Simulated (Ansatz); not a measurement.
This script drives Ansatz 0.2.0, Python API.

`bend_ch4te.py`:
```python
"""Energy of CH4Te against one bond angle."""

import ansatz as az
from ase import Atoms


def main() -> None:
    atoms = Atoms(["C", "Te", "H", "H", "H", "H"], positions=[
        [-0.1961, -0.3555, -0.4563],
        [0.2994, -0.1624, 1.5963],
        [-1.0048, 0.4907, -0.731],
        [-0.6314, -1.2911, -0.6605],
        [0.6624, -0.2042, -1.1174],
        [0.9124, 1.4585, 1.3228],
    ])

    # relax first, so that the scan starts from a minimum
    first = (
        az.Crystal.molecule_from_ase(atoms).calculation()
        .basis(gaussian="def2-TZVP")
        .functional("pbe0")
        .relax(force_tolerance=0.02, max_steps=80)  # relax until the tolerances are met
    )
    atoms.positions = first.run(threads=1, backend="cpu").report["positions_ang"]

    rows = []
    for angle in [90, 100, 110, 120, 135, 150, 165, 179]:
        bent = atoms.copy()
        bent.set_angle(0, 1, 5, angle, indices=[5])
        calculation = (
            az.Crystal.molecule_from_ase(bent).calculation()
            .basis(gaussian="def2-TZVP")
            .functional("pbe0")
        )
        rows.append((angle, calculation.run(threads=1, backend="cpu").report["free_energy_ev"]))
    floor = min(e for _, e in rows)
    for angle, e in rows:
        print(f"angle C0-Te1-H5 = {angle:3d} deg   {1000 * (e - floor):9.1f} meV")


if __name__ == "__main__":
    main()
```

It is started by `python bend_ch4te.py`. How long does it take on 1 thread of Intel(R) Xeon(R) Platinum 8259CL CPU @ 2.50GHz (Skylake/Cascade Lake), on a shared host, and how much memory does it need?

It took about 40 s, with a peak of 0.25 GiB, for 9 runs of the engine.

Running `python bend_ch4te.py` prints:
```text
angle C0-Te1-H5 =  90 deg         0.0 meV
angle C0-Te1-H5 = 100 deg        16.1 meV
angle C0-Te1-H5 = 110 deg       157.1 meV
angle C0-Te1-H5 = 120 deg       412.7 meV
angle C0-Te1-H5 = 135 deg       992.3 meV
angle C0-Te1-H5 = 150 deg      1780.2 meV
angle C0-Te1-H5 = 165 deg      2713.7 meV
angle C0-Te1-H5 = 179 deg      3427.3 meV
```

The scan is rigid, and the energies are electronic, in a modest basis. The zero is the lowest point of the grid, which needn't be the minimum. def2 sets replace the cores of elements past krypton by effective core potentials.

(A comment or docstring line of the script was reworded after the run, the code is as it ran; lines on the test bed's own set-up are left out of the output.)
